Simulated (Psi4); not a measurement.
# SiPH5O2 (SMILES O[SiH2]OP): TPSS/6-31G(d) (spherical functions)

Aim: the vertical ionisation energy of SiPH5O2 at TPSS/6-31G* (spherical functions), from 2 runs. 

Program for the calculation: Psi4 1.11.

1 further run of the same task is left out (set aside as unsound or not needed).

**1. The system as given**

SiPH5O2 has 9 atoms, charge 0, and is taken as a singlet. SMILES: `O[SiH2]OP`. Geometry: relaxed at PBE0-D4/def2-TZVP. This is one conformer, not always the lowest.

Bond lengths: O1–Si2 1.637 Å, Si2–O3 1.648 Å, O3–P4 1.646 Å, O1–H5 0.958 Å, Si2–H6 1.486 Å, Si2–H7 1.473 Å, P4–H8 1.424 Å, P4–H9 1.424 Å. Some angles: O1–Si2–O3 112.6°, Si2–O3–P4 125.8°, O1–Si2–H6 109.8°, O1–Si2–H7 106.9°, O3–Si2–H6 108.4°, O3–Si2–H7 105.8°, Si2–O1–H5 118.2°, O3–P4–H8 98.7°, O3–P4–H9 98.7°, H6–Si2–H7 113.3°.

**2. Energy and gradient at TPSS/6-31G(d) (spherical functions)**

job.py reads:

```python
import psi4

psi4.set_memory('2200 MB')
psi4.set_num_threads(1)
psi4.core.set_output_file('h5o2psi.out', False)

m = psi4.geometry("""
O     -0.307900     1.144300    -1.642900
Si     0.817700     0.562000    -0.606400
O      0.302400    -0.778100     0.201800
P     -0.942200    -0.834900     1.277600
H     -0.998700     1.706900    -1.290600
H      1.170600     1.605300     0.391300
H      1.964500     0.123500    -1.421100
H     -0.305900    -1.590900     2.302600
H     -1.612000    -1.984300     0.770600
units angstrom
symmetry c1
no_reorient
no_com
""")

psi4.set_options({
    'basis': '6-31G*',
    'puream': True,
    'e_convergence': 1e-09,
    'd_convergence': 1e-08,
    'scf_type': 'pk',
    'dft_radial_points': 99,
    'dft_spherical_points': 590,
})

e_tot, wfn = psi4.gradient("tpss", molecule=m, return_wfn=True)
psi4.oeprop(wfn, "MULLIKEN_CHARGES", "WIBERG_LOWDIN_INDICES", "QUADRUPOLE")
print('gradient / Eh bohr^-1')
print(e_tot.np.round(6))
print(f'energy = {wfn.energy():.10f} Eh')
for k, v in sorted(psi4.core.scalar_variables().items()):
    print(f'{k:45s} {v:18.10f}')
```

Started as:

```console
python job.py
```

h5o2psi.out, cut to the lines that bear on the results:

```text
[...]
  Running in c1 symmetry.
[...]
  Nuclear repulsion =  233.152845558399036
[...]
  Multiplicity = 1
[...]
  Nalpha       = 25
  Nbeta        = 25
[...]
    Number of basis functions: 74
[...]
   @RKS iter   1:  -784.05253813958041   -9.08168e-02   1.24217e-02 ADIIS/DIIS
[...]
   @RKS iter  12:  -784.38437080550409   -1.02318e-12   2.87489e-09 DIIS
[...]
    Orbital Energies [Eh]
    ---------------------
    Doubly Occupied:
       1A    -76.629498     2A    -65.714983     3A    -18.913183
       4A    -18.909320     5A     -6.400957     6A     -5.145080
       7A     -4.582464     8A     -4.578275     9A     -4.573415
      10A     -3.521674    11A     -3.519950    12A     -3.517992
      13A     -0.956514    14A     -0.938670    15A     -0.600630
      16A     -0.516924    17A     -0.445287    18A     -0.405773
      19A     -0.388050    20A     -0.368176    21A     -0.328556
      22A     -0.308628    23A     -0.281013    24A     -0.270702
      25A     -0.222647
[...]
  @RKS Final Energy:  -784.38437080550409
   => Energetics <=
    Nuclear Repulsion Energy =            233.1528455583990365
    One-Electron Energy =               -1547.7478937685923484
    Two-Electron Energy =                 593.6371499003581675
    DFT Exchange-Correlation Energy =     -63.4264724956690316
    Empirical Dispersion Energy =           0.0000000000000000
    VV10 Nonlocal Energy =                  0.0000000000000000
    Total Energy =                       -784.3843708055040906
[...]
  -Total Gradient:
     Atom            X                  Y                   Z
    ------   -----------------  -----------------  -----------------
       1        0.000054727674     0.002512650826     0.017941339740
       2       -0.013927427512    -0.007989788839    -0.003032694262
       3       -0.010890675364     0.013621019243     0.004545688275
       4        0.014527135247    -0.000435688789    -0.012255556689
       5        0.010820951658    -0.008797777657    -0.005667796425
       6       -0.001486336783    -0.000729290669    -0.000530736545
       7        0.000140067242    -0.000040913127     0.000030421602
       8       -0.000186493832     0.000782460566    -0.001117671840
       9        0.000960595576     0.001099065673     0.000037929340
[...]
 Multipole Moments:
 ------------------------------------------------------------------------------------
     Multipole            Electronic (a.u.)      Nuclear  (a.u.)        Total (a.u.)
 ------------------------------------------------------------------------------------
 L = 1.  Multiply by 2.5417464519 to convert [e a0] to [Debye]
 Dipole X            :          4.4025039           -4.7445354           -0.3420314
 Dipole Y            :          3.7675597           -3.5250951            0.2424646
 Dipole Z            :          0.5738672           -0.1919962            0.3818711
 Magnitude           :                                                    0.5670980
 L = 2.  Multiply by 1.3450342976 to convert [e a0^2] to [Debye ang]
 Quadrupole XX       :       -145.8638821          118.1524264          -27.7114557
 Quadrupole XY       :        -63.0425844           62.9747742           -0.0678102
[...]
  Mulliken Charges: (a.u.)
   Center  Symbol    Alpha    Beta     Spin     Total
       1     O     4.34412  4.34412  0.00000 -0.68824
       2    SI     6.59328  6.59328  0.00000  0.81344
       3     O     4.31210  4.31210  0.00000 -0.62419
       4     P     7.34585  7.34585  0.00000  0.30829
       5     H     0.28568  0.28568  0.00000  0.42863
       6     H     0.56350  0.56350  0.00000 -0.12700
       7     H     0.54687  0.54687  0.00000 -0.09374
       8     H     0.50444  0.50444  0.00000 -0.00888
       9     H     0.50416  0.50416  0.00000 -0.00832
   Total alpha = 25.00000, Total beta = 25.00000, Total charge =  0.00000
[...]
```

Standard output:

```text
gradient / Eh bohr^-1
[[ 5.5000e-05  2.5130e-03  1.7941e-02]
 [-1.3927e-02 -7.9900e-03 -3.0330e-03]
 [-1.0891e-02  1.3621e-02  4.5460e-03]
 [ 1.4527e-02 -4.3600e-04 -1.2256e-02]
 [ 1.0821e-02 -8.7980e-03 -5.6680e-03]
 [-1.4860e-03 -7.2900e-04 -5.3100e-04]
 [ 1.4000e-04 -4.1000e-05  3.0000e-05]
 [-1.8600e-04  7.8200e-04 -1.1180e-03]
 [ 9.6100e-04  1.0990e-03  3.8000e-05]]
energy = -784.3843708055 Eh
CURRENT ENERGY                                   -784.3843708055
CURRENT REFERENCE ENERGY                         -784.3843708055
DD SOLVATION ENERGY                                 0.0000000000
DFT FUNCTIONAL TOTAL ENERGY                      -784.3843708055
DFT TOTAL ENERGY                                 -784.3843708055
DFT VV10 ENERGY                                     0.0000000000
DFT XC ENERGY                                     -63.4264724957
GRID ELECTRONS ALPHA                               25.0000001611
GRID ELECTRONS BETA                                25.0000001611
GRID ELECTRONS TOTAL                               50.0000003221
NUCLEAR REPULSION ENERGY                          233.1528455584
ONE-ELECTRON ENERGY                             -1547.7478937686
PCM POLARIZATION ENERGY                             0.0000000000
PE ENERGY                                           0.0000000000
SCF ITERATION ENERGY                             -784.3843708055
SCF ITERATIONS                                     12.0000000000
SCF TOTAL ENERGY                                 -784.3843708055
TWO-ELECTRON ENERGY                               593.6371499004
XC GRID RADIAL POINTS                              99.0000000000
XC GRID SPHERICAL POINTS                          590.0000000000
XC GRID TOTAL POINTS                           499394.0000000000
```

Wall time 84 s (1 thread of Intel Xeon Platinum 8259CL at 2.50GHz (Skylake/Cascade Lake), shared host); peak memory 1.4 GiB.

**3. The doublet cation**

calc.dat reads:

```
memory 2.2 GB

molecule geom {
  1 2
  O     -0.307900     1.144300    -1.642900
  Si     0.817700     0.562000    -0.606400
  O      0.302400    -0.778100     0.201800
  P     -0.942200    -0.834900     1.277600
  H     -0.998700     1.706900    -1.290600
  H      1.170600     1.605300     0.391300
  H      1.964500     0.123500    -1.421100
  H     -0.305900    -1.590900     2.302600
  H     -1.612000    -1.984300     0.770600
  symmetry c1
  no_reorient
  no_com
}

set basis 6-31G*
set reference uks
set puream true
set e_convergence 1e-09
set d_convergence 1e-08
set scf_type pk
set dft_radial_points 99
set dft_spherical_points 590
set maxiter 100

energy_value, wavefunction = gradient("tpss", return_wfn=True)
oeprop(wavefunction, "MAYER_INDICES", "DIPOLE", "WIBERG_LOWDIN_INDICES")
print_variables()
```

Started as:

```console
psi4 -i calc.dat -o calc.out -n 1
```

calc.out, cut to the lines that bear on the results:

```text
[...]
  Running in c1 symmetry.
[...]
  Nuclear repulsion =  233.152845558399036
[...]
  Multiplicity = 2
[...]
  Nalpha       = 25
  Nbeta        = 24
[...]
    Number of basis functions: 74
[...]
   @UKS iter   1:  -783.71243524618046    2.49286e-01   1.20677e-02 DIIS/ADIIS
[...]
   @UKS iter  17:  -784.04227944658589   -1.81899e-12   6.96525e-09 DIIS
[...]
   @S^2 Observed:                7.524535605E-01
[...]
  @UKS Final Energy:  -784.04227944658589
   => Energetics <=
    Nuclear Repulsion Energy =            233.1528455583990365
    One-Electron Energy =               -1536.1893319248745229
    Two-Electron Energy =                 582.0813949330591868
    DFT Exchange-Correlation Energy =     -63.0871880131696727
    Empirical Dispersion Energy =           0.0000000000000000
    VV10 Nonlocal Energy =                  0.0000000000000000
    Total Energy =                       -784.0422794465858942
[...]
  -Total Gradient:
     Atom            X                  Y                   Z
    ------   -----------------  -----------------  -----------------
       1       -0.005755868959     0.008260310301     0.003745310383
       2       -0.037310716052    -0.038218391290     0.038898205637
       3        0.029358747482     0.011924963528    -0.033563333200
       4       -0.019888901903     0.050173473450     0.003231730897
       5        0.016763802175    -0.012608582638    -0.001455186610
       6        0.001345097816     0.003070208203    -0.003262681409
       7        0.001282320927     0.003737830723    -0.003780983305
       8        0.001700203720    -0.014476699474    -0.008152481671
       9        0.012518385938    -0.011840334033     0.004289925018
[...]
 Multipole Moments:
 ------------------------------------------------------------------------------------
     Multipole            Electronic (a.u.)      Nuclear  (a.u.)        Total (a.u.)
 ------------------------------------------------------------------------------------
 L = 1.  Multiply by 2.5417464519 to convert [e a0] to [Debye]
 Dipole X            :          3.6678589           -4.7445354           -1.0766765
 Dipole Y            :          3.1314930           -3.5250951           -0.3936021
 Dipole Z            :          1.7518023           -0.1919962            1.5598061
 Magnitude           :                                                    1.9357557
[...]
```

It took 2.6 min on 1 thread of Intel Xeon Platinum 8259CL at 2.50GHz (Skylake/Cascade Lake), shared host; peak memory 1.4 GiB.

**4. Results**

At TPSS/6-31G* (spherical functions):

| quantity | value |
| --- | --- |
| singlet SiPH5O2: total energy | -784.38437 Eh |
| singlet SiPH5O2: dipole moment | 1.44 D |
| singlet SiPH5O2: HOMO energy | -6.06 eV |
| singlet SiPH5O2: LUMO energy | -0.76 eV |
| singlet SiPH5O2: HOMO–LUMO gap | 5.30 eV |
| singlet SiPH5O2: largest force on an atom | 0.978 eV/Å |
| doublet cation: total energy | -784.04228 Eh |
| doublet cation: HOMO energy (highest over α and β) | -12.77 eV |
| doublet cation: LUMO energy (lowest over α and β) | -12.36 eV |
| doublet cation: ⟨S²⟩ | 0.752 |
| doublet cation: largest force on an atom | 3.398 eV/Å |
| vertical ionisation energy (to the doublet cation) | 9.309 eV |

**Reading.** The vertical ionisation energy comes to 9.31 eV (215 kcal/mol). The largest force (singlet SiPH5O2) is 0.98 eV/Å: the shape isn't a stationary point for this species at this level. −ε(HOMO) before ionisation, 6.06 eV, is 3.25 eV below this ionisation energy. Mulliken charges (singlet SiPH5O2) run from -0.69 on O1 to +0.81 on Si2; they depend strongly on the basis.
